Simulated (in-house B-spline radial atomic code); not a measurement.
# Si⁶⁺: excited configurations

Aim: the energies of several excited configurations of Si⁶⁺ above a reference configuration, each from its own self-consistent run.

Method: Dirac-Hartree-Fock, average of configuration, Fermi nucleus, basis-set limit. Code: in-house B-spline radial atomic code version 1.

### Step 1. Starting point

```
element       : silicon (Z = 14)
charge        : +6
electrons     : 8
configuration : [He] 2s2 2p4
Hamiltonian   : Dirac-Coulomb
nucleus       : Fermi, rms radius 3.122 fm
```

The outer shells:

[He] 2s2 2p4
```
[He] core
2s [↑↓]
2p [↑↓][↑ ][↑ ]
```

The boxes draw the filling by Hund's rule, which heavy ions in jj coupling don't follow; these runs average over all states of the configuration.

Settings of the run:

```ini
Z = 14
electrons = 8.0
configuration = [He] 2s2 2p4
hamiltonian = dirac
method = hf
spin_polarised = False
nucleus = fermi
rms_radius = 3.1224
mass_number = 28
atomic_mass = 27.97692653442
speed_of_light = 137.035999084
```

The reference is known from an earlier run: -272.128710 hartree in all. Up to eight levels, counted from the top:

| orbital | occupation | energy (eV) | <r> (bohr) |
| --- | --- | --- | --- |
| 1s1/2 | 2 | -2037.76 | 0.1108 |
| 2s1/2 | 2 | -295.23 | 0.5310 |
| 2p1/2 | 1.33333 | -253.50 | 0.4831 |
| 2p3/2 | 2.66667 | -252.72 | 0.4847 |

### Step 2. Configuration [He] 2s2 2p3 5s1

The settings differ from step 1 so:

```diff
@@ -2,3 +2,3 @@
 electrons = 8.0
-configuration = [He] 2s2 2p4
+configuration = [He] 2s2 2p3 5s1
 hamiltonian = dirac
```

Results of the run (chosen fields of its result record, rounded):

```text
{
  "status": "converged",
  "iterations": 8,
  "energy [hartree]": {"total": -264.082015277, "kinetic": 265.320632989, "nuclear": -582.447471101, "coulomb": 66.6310634917, "exact_exchange": -13.5862406579},
  "breit [hartree]": {"gaunt": 0.05099899, "retardation": -0.002764691, "frequency_dependence": -1.97873e-05},
  "qed [hartree]": {"self_energy": 0.03856769, "uehling": -0.002385203, "wichmann_kroll": 4.375845e-06},
  "recoil [hartree]": 0.004642508,
  "total_with_corrections [hartree]": -263.992971398,
  "orbitals [hartree, bohr; first row names the columns]": [
    ["name", "occ", "eps", "<r>"],
    ["1s1/2", 2.0, -76.77967, 0.11062],
    ["2s1/2", 2.0, -12.065391, 0.51769],
    ["2p1/2", 1.0, -10.744996, 0.46395],
    ["2p3/2", 2.0, -10.714573, 0.46543],
    ["5s1/2", 1.0, -1.1729293, 4.4875]
  ],
  "sum_r [bohr^k]": {"-1": 41.6034, "1": 7.13891, "2": 23.99215},
  "energy_minus_base [hartree]": 8.04669493,
  "energy_minus_base_with_corrections [hartree]": 8.04461743
}
```

Run time: 0.59 s. Hardware: 1 thread, shared host.

energy_minus_base is the energy less that of the reference run.

### Step 3. Configuration [He] 2s1 2p4 5f1

The settings differ from step 2 so:

```diff
@@ -2,3 +2,3 @@
 electrons = 8.0
-configuration = [He] 2s2 2p3 5s1
+configuration = [He] 2s1 2p4 5f1
 hamiltonian = dirac
```

Result record:

```text
{
  "status": "converged",
  "iterations": 8,
  "energy [hartree]": {"total": -262.32118201, "kinetic": 263.495521578, "nuclear": -579.746514238, "coulomb": 66.6800069032, "exact_exchange": -12.7501962536},
  "breit [hartree]": {"gaunt": 0.0515976, "retardation": -0.003175745, "frequency_dependence": -2.829339e-05},
  "qed [hartree]": {"self_energy": 0.03693588, "uehling": -0.002287866, "wichmann_kroll": 4.19751e-06},
  "recoil [hartree]": 0.004443938,
  "total_with_corrections [hartree]": -262.233692297,
  "orbitals [hartree, bohr; first row names the columns]": [
    ["name", "occ", "eps", "<r>"],
    ["1s1/2", 2.0, -76.575323, 0.11083],
    ["2s1/2", 1.0, -12.185417, 0.51744],
    ["2p1/2", 1.3333, -10.538723, 0.46714],
    ["2p3/2", 2.6667, -10.50815, 0.46866],
    ["5f5/2", 0.42857, -0.9819678, 4.4851],
    ["5f7/2", 0.57143, -0.98192624, 4.4854]
  ],
  "sum_r [bohr^k]": {"-1": 41.41048, "1": 7.096969, "2": 24.24776},
  "energy_minus_base [hartree]": 9.8075282,
  "energy_minus_base_with_corrections [hartree]": 9.80389654
}
```

Wall time 0.97 s (1 thread, shared host).

### Step 4. Run with [He] 2s1 2p4 4s1

The settings differ from step 3 so:

```diff
@@ -2,3 +2,3 @@
 electrons = 8.0
-configuration = [He] 2s1 2p4 5f1
+configuration = [He] 2s1 2p4 4s1
 hamiltonian = dirac
```

Result record:

```text
{
  "status": "converged",
  "iterations": 11,
  "energy [hartree]": {"total": -263.262652232, "kinetic": 264.443046199, "nuclear": -582.861753647, "coulomb": 67.9315658915, "exact_exchange": -12.7755106756},
  "breit [hartree]": {"gaunt": 0.0517561, "retardation": -0.003190953, "frequency_dependence": -2.811954e-05},
  "qed [hartree]": {"self_energy": 0.03703477, "uehling": -0.002293652, "wichmann_kroll": 4.208112e-06},
  "recoil [hartree]": 0.004461905,
  "total_with_corrections [hartree]": -263.174907974,
  "orbitals [hartree, bohr; first row names the columns]": [
    ["name", "occ", "eps", "<r>"],
    ["1s1/2", 2.0, -76.380849, 0.11083],
    ["2s1/2", 1.0, -11.943867, 0.52358],
    ["2p1/2", 1.3333, -10.368243, 0.46784],
    ["2p3/2", 2.6667, -10.337763, 0.46937],
    ["4s1/2", 1.0, -2.0093409, 2.7378]
  ],
  "sum_r [bohr^k]": {"-1": 41.633, "1": 5.358497, "2": 9.880168},
  "energy_minus_base [hartree]": 8.86605798,
  "energy_minus_base_with_corrections [hartree]": 8.86268086
}
```

Run time: 0.78 s. Hardware: 1 thread, shared host.

### Step 5. [He] 2s1 2p4 4d1

The settings differ from step 4 so:

```diff
@@ -2,3 +2,3 @@
 electrons = 8.0
-configuration = [He] 2s1 2p4 4s1
+configuration = [He] 2s1 2p4 4d1
 hamiltonian = dirac
```

Result record:

```text
{
  "status": "converged",
  "iterations": 8,
  "energy [hartree]": {"total": -262.929041057, "kinetic": 264.103375185, "nuclear": -582.148406657, "coulomb": 67.8883170798, "exact_exchange": -12.7723266643},
  "breit [hartree]": {"gaunt": 0.05162589, "retardation": -0.003185312, "frequency_dependence": -2.823445e-05},
  "qed [hartree]": {"self_energy": 0.03693319, "uehling": -0.002287713, "wichmann_kroll": 4.197229e-06},
  "recoil [hartree]": 0.004447293,
  "total_with_corrections [hartree]": -262.841531742,
  "orbitals [hartree, bohr; first row names the columns]": [
    ["name", "occ", "eps", "<r>"],
    ["1s1/2", 2.0, -76.401908, 0.11082],
    ["2s1/2", 1.0, -12.018295, 0.51802],
    ["2p1/2", 1.3333, -10.370587, 0.46787],
    ["2p3/2", 2.6667, -10.340077, 0.46939],
    ["4d3/2", 0.4, -1.5900926, 2.8618],
    ["4d5/2", 0.6, -1.5898576, 2.8624]
  ],
  "sum_r [bohr^k]": {"-1": 41.58204, "1": 5.477365, "2": 10.83204},
  "energy_minus_base [hartree]": 9.19966915,
  "energy_minus_base_with_corrections [hartree]": 9.19605709
}
```

Wall time 0.93 s (1 thread, shared host).

### Step 6. Run with [He] 2s1 2p4 6d1

The settings differ from step 5 so:

```diff
@@ -2,3 +2,3 @@
 electrons = 8.0
-configuration = [He] 2s1 2p4 4d1
+configuration = [He] 2s1 2p4 6d1
 hamiltonian = dirac
```

Result record:

```text
{
  "status": "converged",
  "iterations": 8,
  "energy [hartree]": {"total": -262.037760532, "kinetic": 263.212062381, "nuclear": -578.600267487, "coulomb": 66.1063901706, "exact_exchange": -12.7559455957},
  "breit [hartree]": {"gaunt": 0.05160614, "retardation": -0.003178541, "frequency_dependence": -2.827934e-05},
  "qed [hartree]": {"self_energy": 0.03693521, "uehling": -0.002287827, "wichmann_kroll": 4.197439e-06},
  "recoil [hartree]": 0.004436174,
  "total_with_corrections [hartree]": -261.950273464,
  "orbitals [hartree, bohr; first row names the columns]": [
    ["name", "occ", "eps", "<r>"],
    ["1s1/2", 2.0, -76.656745, 0.11083],
    ["2s1/2", 1.0, -12.26899, 0.51756],
    ["2p1/2", 1.3333, -10.621947, 0.4673],
    ["2p3/2", 2.6667, -10.591391, 0.46882],
    ["6d3/2", 0.4, -0.69857657, 7.0809],
    ["6d5/2", 0.6, -0.69850277, 7.0817]
  ],
  "sum_r [bohr^k]": {"-1": 41.3286, "1": 9.693845, "2": 58.0567},
  "energy_minus_base [hartree]": 10.0909497,
  "energy_minus_base_with_corrections [hartree]": 10.0873154
}
```

Run time: 1 s. Hardware: 1 thread, shared host.

### Step 7. Run with [He] 2s1 2p4 5s1

The settings differ from step 6 so:

```diff
@@ -2,3 +2,3 @@
 electrons = 8.0
-configuration = [He] 2s1 2p4 6d1
+configuration = [He] 2s1 2p4 5s1
 hamiltonian = dirac
```

Result record:

```text
{
  "status": "converged",
  "iterations": 11,
  "energy [hartree]": {"total": -262.510334901, "kinetic": 263.687557635, "nuclear": -580.195545326, "coulomb": 66.7594988672, "exact_exchange": -12.7618460765},
  "breit [hartree]": {"gaunt": 0.05167351, "retardation": -0.00318309, "frequency_dependence": -2.821284e-05},
  "qed [hartree]": {"self_energy": 0.03698307, "uehling": -0.002290621, "wichmann_kroll": 4.202559e-06},
  "recoil [hartree]": 0.004447455,
  "total_with_corrections [hartree]": -262.422728585,
  "orbitals [hartree, bohr; first row names the columns]": [
    ["name", "occ", "eps", "<r>"],
    ["1s1/2", 2.0, -76.556619, 0.11083],
    ["2s1/2", 1.0, -12.154883, 0.52351],
    ["2p1/2", 1.3333, -10.531358, 0.46744],
    ["2p3/2", 2.6667, -10.500828, 0.46896],
    ["5s1/2", 1.0, -1.2005429, 4.4878]
  ],
  "sum_r [bohr^k]": {"-1": 41.44255, "1": 7.106802, "2": 24.02216},
  "energy_minus_base [hartree]": 9.61837531,
  "energy_minus_base_with_corrections [hartree]": 9.61486025
}
```

Wall time 0.84 s (1 thread, shared host).

### Step 8. [He] 2s2 2p3 6p1

The settings differ from step 7 so:

```diff
@@ -2,3 +2,3 @@
 electrons = 8.0
-configuration = [He] 2s1 2p4 5s1
+configuration = [He] 2s2 2p3 6p1
 hamiltonian = dirac
```

Result record:

```text
{
  "status": "converged",
  "iterations": 8,
  "energy [hartree]": {"total": -263.655783584, "kinetic": 264.892000342, "nuclear": -580.950865329, "coulomb": 65.9786884278, "exact_exchange": -13.5756070237},
  "breit [hartree]": {"gaunt": 0.05097776, "retardation": -0.002768291, "frequency_dependence": -1.997807e-05},
  "qed [hartree]": {"self_energy": 0.03851867, "uehling": -0.002382345, "wichmann_kroll": 4.370608e-06},
  "recoil [hartree]": 0.004630816,
  "total_with_corrections [hartree]": -263.566822579,
  "orbitals [hartree, bohr; first row names the columns]": [
    ["name", "occ", "eps", "<r>"],
    ["1s1/2", 2.0, -76.874441, 0.11062],
    ["2s1/2", 2.0, -12.153706, 0.51775],
    ["2p1/2", 1.0, -10.836844, 0.46371],
    ["2p3/2", 2.0, -10.806406, 0.46519],
    ["6p1/2", 0.33333, -0.74711045, 6.8963],
    ["6p3/2", 0.66667, -0.74657126, 6.9014]
  ],
  "sum_r [bohr^k]": {"-1": 41.4965, "1": 9.55057, "2": 54.80347},
  "energy_minus_base [hartree]": 8.47292663,
  "energy_minus_base_with_corrections [hartree]": 8.47076625
}
```

It took 0.65 s on 1 thread, shared host.

### Step 9. Configuration [He] 2s1 2p4 6s1

The settings differ from step 8 so:

```diff
@@ -2,3 +2,3 @@
 electrons = 8.0
-configuration = [He] 2s2 2p3 6p1
+configuration = [He] 2s1 2p4 6s1
 hamiltonian = dirac
```

Result record:

```text
{
  "status": "converged",
  "iterations": 11,
  "energy [hartree]": {"total": -262.127173835, "kinetic": 263.303074829, "nuclear": -578.800393077, "coulomb": 66.1264692174, "exact_exchange": -12.756324804},
  "breit [hartree]": {"gaunt": 0.05163973, "retardation": -0.00317981, "frequency_dependence": -2.825083e-05},
  "qed [hartree]": {"self_energy": 0.03696203, "uehling": -0.002289391, "wichmann_kroll": 4.200304e-06},
  "recoil [hartree]": 0.004440014,
  "total_with_corrections [hartree]": -262.039625311,
  "orbitals [hartree, bohr; first row names the columns]": [
    ["name", "occ", "eps", "<r>"],
    ["1s1/2", 2.0, -76.650324, 0.11083],
    ["2s1/2", 1.0, -12.25625, 0.52259],
    ["2p1/2", 1.3333, -10.61999, 0.46728],
    ["2p3/2", 2.6667, -10.589439, 0.4688],
    ["6s1/2", 1.0, -0.80164129, 6.6666]
  ],
  "sum_r [bohr^k]": {"-1": 41.3429, "1": 9.284045, "2": 51.13257},
  "energy_minus_base [hartree]": 10.0015364,
  "energy_minus_base_with_corrections [hartree]": 9.99796352
}
```

Wall time 0.82 s (1 thread, shared host).

### Step 10. All configurations in order

| net move | configuration | energy above the reference (eV) | with Breit, QED, recoil (eV) | largest <r> (bohr) |
| --- | --- | --- | --- | --- |
| 2p → 5s | [He] 2s2 2p3 5s1 | 218.96 | 218.91 | 4.49 |
| 2p → 6p | [He] 2s2 2p3 6p1 | 230.56 | 230.50 | 6.90 |
| 2s → 4s | [He] 2s1 2p4 4s1 | 241.26 | 241.17 | 2.74 |
| 2s → 4d | [He] 2s1 2p4 4d1 | 250.34 | 250.24 | 2.86 |
| 2s → 5s | [He] 2s1 2p4 5s1 | 261.73 | 261.63 | 4.49 |
| 2s → 5f | [He] 2s1 2p4 5f1 | 266.88 | 266.78 | 4.49 |
| 2s → 6s | [He] 2s1 2p4 6s1 | 272.16 | 272.06 | 6.67 |
| 2s → 6d | [He] 2s1 2p4 6d1 | 274.59 | 274.49 | 7.08 |

Quantum defects of the promoted electron, δ = n − ζ/√(−2ε) with ζ = 7 and ε its orbital energy in hartree:

| promotion | δ |
| --- | --- |
| 2p → 5s | 0.430 |
| 2p → 6p | 0.272 |
| 2s → 4s | 0.508 |
| 2s → 4d | 0.075 |
| 2s → 5s | 0.483 |
| 2s → 5f | 0.005 |
| 2s → 6s | 0.472 |
| 2s → 6d | 0.078 |

What this shows: The lowest of them is 2p → 5s at 218.96 eV and the highest 2s → 6d at 274.59 eV. Koopmans' estimate of the ionisation threshold is 252.72 eV; 4 configurations exceed it by over 2 % and could autoionise. Of those tabulated, the defect is largest for 4s (0.51) and least for 5f (0.00): low angular momentum penetrates the core, high angular momentum stays outside it. Two partly filled shells share a symmetry and can mix in the average, which may lower the energy, for: 2p → 6p; 2s → 4s; 2s → 5s; 2s → 6s. These are averages over configurations, without correlation, not spectroscopic levels.
